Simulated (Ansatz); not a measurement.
# [SnH5]− (SMILES [H][Sn-]([H])([H])([H])[H]): CCSD(T)/STO-3G

What is the energy change on altering one bond length of [SnH5]− at CCSD(T)/STO-3G? 

The results are computed with Ansatz 0.2.0.

1 further run of the same task is left out (set aside as unsound or not needed).

**1. The system as given**

[SnH5]−: 6 atoms, total charge -1, spin state singlet. SMILES: `[H][Sn-]([H])([H])([H])[H]`. Geometry: a GFN2-xTB relaxation, a rough one for these elements and not checked as a minimum.

Bond lengths: Sn1–H2 1.885 Å, Sn1–H3 1.889 Å, Sn1–H4 1.782 Å, Sn1–H5 1.783 Å, Sn1–H6 1.782 Å. Angles: H2–Sn1–H3 179.8°, H2–Sn1–H4 90.0°, H2–Sn1–H5 89.9°, H2–Sn1–H6 90.0°, H3–Sn1–H4 90.0°, H3–Sn1–H5 89.9°, H3–Sn1–H6 90.2°, H4–Sn1–H5 120.0°, H4–Sn1–H6 120.0°, H5–Sn1–H6 119.9°.

**2. The energy at CCSD(T)/STO-3G**

Contents of in.yaml:

```yaml
crystal:
  periodic: [false, false, false]
  atoms:
    - {symbol: Sn, position_ang: [0.000450, -0.001410, 0.000420]}
    - {symbol: H, position_ang: [-0.020070, -0.006290, 1.885790]}
    - {symbol: H, position_ang: [0.020250, 0.010720, -1.888030]}
    - {symbol: H, position_ang: [1.782780, 0.010780, 0.018860]}
    - {symbol: H, position_ang: [-0.902470, 1.535970, -0.003420]}
    - {symbol: H, position_ang: [-0.880950, -1.549760, -0.013620]}
basis:
  gaussian: {orbitals: STO-3G}
total_charge: -1
correlation: {method: ccsd_t, frozen_orbitals: {H: 0, Sn: 18}}
accuracy: high
scf: {omitted_lower_state_checks: [cluster_reference, increment]}
```

Run with:

```sh
$ ansatz run in.yaml --threads 1 --pin off --max-ram 2610MiB --events-out events.jsonl --progress --plain --runs-dir runs
```

The program printed (excerpt; [...] marks lines left out):

```text
Warning: RAYON_NUM_THREADS=1 ignored (pool sized by the plan → 1); use --threads N
Functional definition: HF
  name "HF"
[...]
570 factors; integrals over basis functions are off by at most 4.0e-9 eV
[...]
mean field -162341.37446922 eV, -5965.9354728080 hartree, gradient 5.6e-8 eV, S^2 0.000000; 0 other end points of the search recorded, 0 dependent functions left out
18 core orbitals not correlated: weight in the atoms' cores, before any rotation towards them, 1.000 or more for the frozen orbitals, at most 0.000 for the correlated occupied ones
reference -162341.37446922 eV, -5965.9354728080 hartree; 10, 10 occupied and 4, 4 virtual orbitals, 570 factors
second order -1.35854616 eV of doubles, -0.00000000 eV of singles
cycle   1  -1.78901810 eV  change   -4.3e-1 eV  update   6.2e-2
[...]
cycle  17  -2.03788215 eV  change    1.6e-9 eV  update  8.6e-10
perturbative correction -0.02114658 eV, -0.0007771226 hartree
Total energy: -162343.43349795 eV, -5966.0111407182 hartree
Checks for a lower state left out: cluster_reference, increment
```

Run time: 0.46 s. Hardware: 1 thread of AMD EPYC 9R14 (Zen 4), shared host; peak memory 0.098 GiB.

**3. The distorted shape, same level**

Contents of molecule.yaml:

```yaml
crystal:
  periodic: [false, false, false]
  atoms:
    - symbol: Sn
      position_ang: [0.005580, -0.000190, -0.470963]
    - symbol: H
      position_ang: [-0.020070, -0.006290, 1.885790]
    - symbol: H
      position_ang: [0.025380, 0.011940, -2.359413]
    - symbol: H
      position_ang: [1.787910, 0.012000, -0.452523]
    - symbol: H
      position_ang: [-0.897340, 1.537190, -0.474803]
    - symbol: H
      position_ang: [-0.875820, -1.548540, -0.485003]
basis:
  gaussian:
    orbitals: STO-3G
total_charge: -1
correlation:
  method: ccsd_t
  frozen_orbitals: {H: 0, Sn: 18}
accuracy: high
scf:
  omitted_lower_state_checks: [cluster_reference, increment]
```

Run with:

```sh
$ ansatz run molecule.yaml --threads 1 --pin off --max-ram 2610MiB --events-out events.jsonl --progress --plain --runs-dir runs
```

The program printed (excerpt; [...] marks lines left out):

```text
Warning: RAYON_NUM_THREADS=1 ignored (pool sized by the plan → 1); use --threads N
[... 2 set-up lines as earlier in the session ...]
[...]
568 factors; integrals over basis functions are off by at most 4.0e-9 eV
[...]
mean field -162339.87249833 eV, -5965.8802763960 hartree, gradient 1.4e-8 eV, S^2 0.000000; 0 other end points of the search recorded, 0 dependent functions left out
18 core orbitals not correlated: weight in the atoms' cores, before any rotation towards them, 1.000 or more for the frozen orbitals, at most 0.000 for the correlated occupied ones
reference -162339.87249833 eV, -5965.8802763960 hartree; 10, 10 occupied and 4, 4 virtual orbitals, 568 factors
second order -1.52008482 eV of doubles, -0.00000000 eV of singles
cycle   1  -1.99817690 eV  change   -4.8e-1 eV  update   7.3e-2
[...]
cycle  19  -2.30127392 eV  change  -3.3e-10 eV  update  2.5e-10
perturbative correction -0.03102216 eV, -0.0011400434 hartree
Total energy: -162342.20479441 eV, -5965.9659866959 hartree
Checks for a lower state left out: cluster_reference, increment
```

Run time: 0.48 s. Hardware: 1 thread of AMD EPYC 9R14 (Zen 4), shared host; peak memory 0.091 GiB.

**4. Results**

Level: CCSD(T)/STO-3G, 18 core orbitals frozen.

| quantity | value |
| --- | --- |
| first shape: total energy | -5966.01114 Eh |
| first shape: correlation energy (18 core orbitals frozen) | -75.7 mEh |
| first shape: (T) correction | -0.78 mEh |
| first shape: T1 diagnostic | 0.006 |
| distorted shape: total energy | -5965.96599 Eh |
| distorted shape: correlation energy (18 core orbitals frozen) | -85.7 mEh |
| distorted shape: (T) correction | -1.14 mEh |
| distorted shape: T1 diagnostic | 0.011 |
| energy change with the Sn1–H2 bond stretched from 1.885 to 2.357 Å | 1.229 eV |

What this shows: With the Sn1–H2 bond stretched from 1.885 to 2.357 Å the energy rises by 1.23 eV (119 kJ/mol). The first shape isn't relaxed at this level, so the change isn't measured from a minimum. The minimal basis adds a large error of its own. The triples (first shape) make up 1.0 % of the correlation energy. Relativity is left out (first shape) although the molecule holds a heavy atom. The triples (distorted shape) make up 1.3 % of the correlation energy. Relativity is left out (distorted shape) although the molecule holds a heavy atom.
